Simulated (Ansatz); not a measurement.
**BH3S3: a ladder of functionals and wavefunction methods**

One table from this session's results is given with a row withheld; the runs are named, their logs left out.

Method: functionals in def2-TZVPP, the program's frozen cores in correlated methods; program: Ansatz 0.2.0, Gaussian basis.

The runs, in order: LDA (SPW92), PBE-D4, revPBE-D4, BLYP-D4, r2SCAN-D4, B97M-V, PBE0-D4, B3LYP-D4, r2SCANh-D4, r2SCAN0-D4, HSE06-D4, BHLYP-D4, CAM-B3LYP-D4, LC-ωPBE, ωB97X-V, ωB97M-V, B2PLYP, PBE-QIDH; CCSD(T)/def2-SVP; CCSD(T)/def2-TZVPP; MP2/def2-QZVPP; extrapolation to the limit; RPA on PBE.

## Structure used throughout

The geometry comes from an earlier relaxation with PBE0-D4 in a triple-zeta def2 set; it is a stationary point, not always the lowest conformer.

SMILES `SB(S)S`, 7 atoms, charge 0, spin multiplicity 1.

Atoms are counted from 1 here; the program's logs count them from 0.

Bond lengths: S1–B2 1.806 Å, S1–H5 1.343 Å, B2–S3 1.803 Å, B2–S4 1.801 Å, S3–H6 1.341 Å, S4–H7 1.342 Å. Angles: B2–S1–H5 97.0°, S1–B2–S3 115.1°, S1–B2–S4 118.6°, S3–B2–S4 126.3°, B2–S3–H6 97.7°, B2–S4–H7 98.6°.

Set-up of the first run:

in.yaml reads:

```yaml
crystal:
  periodic: [false, false, false]
  atoms:
    - {symbol: S, position_ang: [-1.518539, 1.373614, 0.405584]}
    - {symbol: B, position_ang: [-0.182285, 0.177330, 0.192805]}
    - {symbol: S, position_ang: [0.603327, -0.370223, 1.720752]}
    - {symbol: S, position_ang: [0.242905, -0.354818, -1.474626]}
    - {symbol: H, position_ang: [-1.819381, 1.515190, -0.895768]}
    - {symbol: H, position_ang: [1.497056, -1.207409, 1.173425]}
    - {symbol: H, position_ang: [1.238117, -1.201686, -1.167772]}
basis:
  gaussian: {orbitals: def2-TZVPP}
hamiltonian: {xc: lda}
output: {orbitals: {seedname: orbitals}}
```

Among the steps run: LDA; PBE-D4 (GGA); revPBE-D4 (GGA); BLYP-D4 (GGA); r2SCAN-D4 (meta-GGA); B97M-V (meta-GGA); PBE0-D4 (hybrid); B3LYP-D4 (hybrid); r2SCANh-D4 (hybrid); r2SCAN0-D4 (hybrid); HSE06-D4 (hybrid); BHLYP-D4 (hybrid); CAM-B3LYP-D4 (range-separated); LC-ωPBE-D4 (range-separated; the results give it without D4); ωB97X-V (range-separated); ωB97M-V (range-separated); B2PLYP (double hybrid); PBE-QIDH (double hybrid).

One table of the session follows, with a row left open; its other results are not shown here.

It belongs to the step «Orbital energies across the functionals». 

```
  functional  HOMO (eV)  gap (eV)
 LDA (SPW92)      -6.49      4.69
      PBE-D4      -6.36      4.77
   revPBE-D4          ?         ?
     BLYP-D4      -6.17      4.70
   r2SCAN-D4      -6.65      5.30
      B97M-V      -6.71      5.30
     PBE0-D4      -7.55      6.82
    B3LYP-D4      -7.29      6.37
  r2SCANh-D4      -7.08      6.04
  r2SCAN0-D4      -7.73      7.15
    HSE06-D4      -7.15      6.05
    BHLYP-D4      -8.57      8.81
CAM-B3LYP-D4      -8.82      9.18
     LC-ωPBE     -10.23     11.66
     ωB97X-V      -9.86     11.29
     ωB97M-V      -9.68     10.89
```

Estimate the missing values for revPBE-D4.

**Answer.** HOMO (eV): -6.31; gap (eV): 4.81. In the column «HOMO (eV)» it lies between PBE-D4 (-6.36) and BLYP-D4 (-6.17).
